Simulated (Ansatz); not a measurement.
# FH₈NOSi (built from SMILES F.N[SiH3].O): molecular dynamics

Aim: follow the atoms for 80 steps of 0.5 fs at constant energy, with velocities drawn for 1500 K, and see to which side of the barrier the system falls.

Computed with Ansatz 0.2.0, Gaussian basis. Level: PBE0-D4/def2-SVP.

1 further run of the same task is left out (it didn't finish).

## (1) Starting geometry

The start, a first-order saddle point found at PBE0-D4 in triple zeta: 12 atoms, charge 0, spin multiplicity 1.

Atoms are counted from 1 here; the program's logs count them from 0.

Bond lengths: Si1–H3 1.514 Å, Si1–H4 1.484 Å, Si1–N5 1.701 Å, Si1–O7 1.835 Å, N5–H10 1.005 Å, N5–H11 1.006 Å, H6–O7 1.050 Å, O7–H12 0.962 Å, H8–F9 1.122 Å. Angles: H3–Si1–H4 101.7°, H3–Si1–N5 96.7°, H3–Si1–O7 88.1°, H4–Si1–N5 126.7°, H4–Si1–O7 108.5°, N5–Si1–O7 121.8°, Si1–N5–H10 124.0°, Si1–N5–H11 121.1°, H10–N5–H11 114.1°, Si1–O7–H6 112.8°, Si1–O7–H12 114.2°, H6–O7–H12 115.1°.

As a file:

```xyz
12

Si   -0.4736   -0.6303    0.2784
H     0.7938    0.2706    1.0445
H    -1.4554   -1.3384   -0.6314
H    -0.1280   -1.7044    1.2430
N    -1.4355    0.7393    0.5830
H     1.4759    0.0686   -1.0165
O     0.7381   -0.6735   -1.0996
H     1.5071    0.7311    0.4602
F     2.1955    1.0269   -0.3751
H    -1.1549    1.5020    1.1746
H    -2.4035    0.7655    0.3101
H     0.3406   -0.7573   -1.9713
```

## (2) The run

Input file md/in.yaml:

```yaml
crystal:
  periodic: [false, false, false]
  atoms:
    - {symbol: Si, position_ang: [-0.473573, -0.630309, 0.278368]}
    - {symbol: H, position_ang: [0.793753, 0.270648, 1.044469]}
    - {symbol: H, position_ang: [-1.455441, -1.338408, -0.631408]}
    - {symbol: H, position_ang: [-0.127999, -1.704431, 1.243029]}
    - {symbol: N, position_ang: [-1.435488, 0.739267, 0.583035]}
    - {symbol: H, position_ang: [1.475914, 0.068617, -1.016517]}
    - {symbol: O, position_ang: [0.738068, -0.673505, -1.099587]}
    - {symbol: H, position_ang: [1.507068, 0.731075, 0.460235]}
    - {symbol: F, position_ang: [2.195486, 1.026855, -0.375130]}
    - {symbol: H, position_ang: [-1.154920, 1.502037, 1.174650]}
    - {symbol: H, position_ang: [-2.403533, 0.765503, 0.310094]}
    - {symbol: H, position_ang: [0.340564, -0.757349, -1.971338]}
basis:
  gaussian: {orbitals: def2-SVP}
hamiltonian: {xc: pbe0, dispersion: d4}
md: {n_steps: 80, timestep: 0.5, temperature: 1500, ensemble: nve, seed: 634, initial_velocities: maxwell_boltzmann}
```

Command:

```bash
$ ansatz run in.yaml --threads 4 --pin off --events-out ev --progress --plain --max-ram 9574MiB
```

**Question.** What will these runs give? Wanted: temperature at the start; mean temperature, second half; lowest and highest potential energy, from the first frame; largest change of potential + kinetic; bonds lost by distance; bonds made by distance.

As calculated:

```
                                                 quantity              value
                                                   length  80 steps, 40.0 fs
                                 temperature at the start             1500 K
                            mean temperature, second half             1719 K
lowest and highest potential energy, from the first frame   -835 and 716 meV
                    largest change of potential + kinetic           11.4 meV
                                   bonds lost by distance              H6–O7
                                   bonds made by distance              H6–F9
```

**Reading.** By the last frame it has moved towards the side where Si1–O7, H6–F9, H2–H8 form. The system runs downhill by 0.84 eV, and that energy turns into motion. With no thermostat the total energy should stay fixed; it holds within 11.4 meV, small beside the kinetic energy, so the time step serves. The instant temperature ranges from 949 to 2138 K, as energy passes between motion and strain.
